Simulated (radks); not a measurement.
# S inside a hard spherical wall

Aim: energy, levels and pressure of S as a wall, at which all orbitals vanish, closes in. The configuration stays [Ne] 3s2 3p4.

Program: radks (a radial shooting solver on a logarithmic mesh, Libxc functionals) version 1. Level of theory: scalar-relativistic Kohn-Sham, LDA (Slater exchange, VWN5 correlation), spin-unpolarised, spherical densities, point nucleus. These are calculated values, not measurements, unless marked.

## Step 1: The system

```
element       : sulfur (Z = 16)
charge        : 0
electrons     : 16
configuration : [Ne] 3s2 3p4
```

Outer shells as boxes (Hund's rule):

S
```
[Ne] core
3s [↑↓]
3p [↑↓][↑ ][↑ ]
```

## Step 2: The free atom

The run's settings:

```text
Z 16
configuration [Ne] 3s2 3p4 4s0 3d0 4p0
relativity scalar-relativistic
functional lda,vwn5
spin unpolarised
nucleus point
c 137.035999084
```

## Step 3: Wall at 8 bohr

Settings, as their differences from step 2:

```diff
@@ -6,2 +6,3 @@
 nucleus point
+wall 8 bohr
 c 137.035999084
```

## Step 4: Wall at 7 bohr

Settings, as their differences from step 3:

```diff
@@ -6,3 +6,3 @@
 nucleus point
-wall 8 bohr
+wall 7 bohr
 c 137.035999084
```

## Step 5: Wall at 6 bohr

Settings, as their differences from step 4:

```diff
@@ -6,3 +6,3 @@
 nucleus point
-wall 7 bohr
+wall 6 bohr
 c 137.035999084
```

## Step 6: Wall at 5 bohr

Settings, as their differences from step 5:

```diff
@@ -6,3 +6,3 @@
 nucleus point
-wall 6 bohr
+wall 5 bohr
 c 137.035999084
```

## Step 7: Wall at 3.5 bohr

Settings, as their differences from step 6:

```diff
@@ -6,3 +6,3 @@
 nucleus point
-wall 5 bohr
+wall 3.5 bohr
 c 137.035999084
```

## Step 8: Wall at 2 bohr

Settings, as their differences from step 7:

```diff
@@ -6,3 +6,3 @@
 nucleus point
-wall 3.5 bohr
+wall 2 bohr
 c 137.035999084
```

Before running it: what results should come out? Wanted: for each run, R; E − E(free); ε(3p); ε(4s, empty); ε(4p, empty); ε(3d, empty); pressure.

As calculated:

| R (bohr) | E − E(free) (eV) | ε(3p) (eV) | ε(4s, empty) (eV) | ε(4p, empty) (eV) | ε(3d, empty) (eV) | pressure (GPa) |
| --- | --- | --- | --- | --- | --- | --- |
| free | 0.000 | -7.108 | -0.346 | - | - | 0 |
| 8 | 0.015 | -7.069 | 1.036 | 3.413 | 3.274 | 0.0301 |
| 7 | 0.066 | -6.977 | 2.089 | 5.065 | 3.982 | 0.168 |
| 6 | 0.283 | -6.688 | 4.233 | 8.111 | 5.128 | 0.990 |
| 5 | 1.245 | -5.797 | 9.030 | 14.270 | 7.263 | 6.45 |
| 3.5 | 13.107 | 0.384 | 34.065 | 42.463 | 16.697 | 152 |
| 2 | 197.22 | 50.752 | 199.17 | 205.94 | 68.925 | 8700 |

What this shows: At the tightest wall, 2 bohr, the energy stands 197.22 eV above the free atom and the pressure, −dE/dV, is 8700 GPa. Of the levels in the table that exist at both ends, 4s (empty) rises most from the free atom (199.51 eV). From R = 3.5 bohr inwards the highest occupied level lies above zero, pushed up by confinement. Shells are not refilled when levels cross, and a hard wall is a model, not a crystal.
